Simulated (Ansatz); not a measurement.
Consider vertical energies of changing the electron count of FGeH3OSi, SMILES F[SiH]1[O][GeH2]1 (the Ansatz DFT code, driven from Python).

The script, `fgeh3osi_ip.py`:
```python
"""Vertical ionisation energy and electron affinity of FGeH3OSi."""

import ansatz as az
from ase import Atoms

BASIS_SET = "def2-SVPD"
XC = "pbe0"


def total_energy(molecule, charge=0, unpaired=0):
    calc = (
        molecule.calculation()
        .basis(gaussian=BASIS_SET)
        .functional(XC)
    )
    if charge:
        calc = calc.charge(charge)
    if unpaired:
        calc = calc.spin("collinear", total=unpaired)
    return calc.run(threads=1).report["free_energy_ev"]

atoms = Atoms(["F", "Si", "O", "Ge", "H", "H", "H"], positions=[
    (-2.1612, 0.7684, 0.4251),
    (-0.7003, 0.8445, -0.331),
    (0.496, 0.6136, 0.8179),
    (0.6917, -0.9991, 0.0455),
    (-0.3167, 1.9062, -1.2875),
    (1.9437, -1.1161, -0.7451),
    (0.1081, -2.0855, 1.0294),
])
molecule = az.Crystal.molecule_from_ase(atoms)

# delta-SCF style differences, no relaxation
parent = total_energy(molecule, 0, 0)
cation = total_energy(molecule, 1, 1)
print(f"E(N)   = {parent:.5f} eV")
print(f"E(N-1) = {cation:.5f} eV  (1 unpaired)")
print(f"vertical ionisation energy {cation - parent:.3f} eV")
anion = total_energy(molecule, -1, 1)
print(f"E(N+1) = {anion:.5f} eV  (1 unpaired)")
print(f"vertical electron affinity {parent - anion:.3f} eV" + ("" if anion < parent else " (unbound in this basis)"))
print(f"fundamental gap IP - EA = {cation + anion - 2 * parent:.3f} eV")
```

What does it cost to change the electron count at this fixed geometry?

At this unrelaxed geometry removing an electron costs 8.69 eV and an added one is unbound in this basis (by 0.37 eV).

The run itself:

```console
$ python fgeh3osi_ip.py
E(N)   = -69181.60299 eV
E(N-1) = -69172.91606 eV  (1 unpaired)
vertical ionisation energy 8.687 eV
E(N+1) = -69181.23310 eV  (1 unpaired)
vertical electron affinity -0.370 eV (unbound in this basis)
fundamental gap IP - EA = 9.057 eV
```

What to keep in mind:
- Total energies depend on the basis set; only differences at equal settings carry meaning.
- The geometry is a force-field or estimated start, not a minimum of this method, and the basis set is short of its limit. All parts are taken at fixed geometry, without zero-point energy. At an unrelaxed start these energies can be a whole eV from those at the minimum, and a small affinity can change sign.
- A negative electron affinity means that the anion is unbound here; its size hangs on the basis and tends to about zero as the basis grows, and so does its part in any gap built on it.
- Timing: 37 s on 1 thread of Arm Neoverse V1 (shared host), peak memory 0.52 GiB.

(Lines on the test bed's own set-up are left out of the output.)
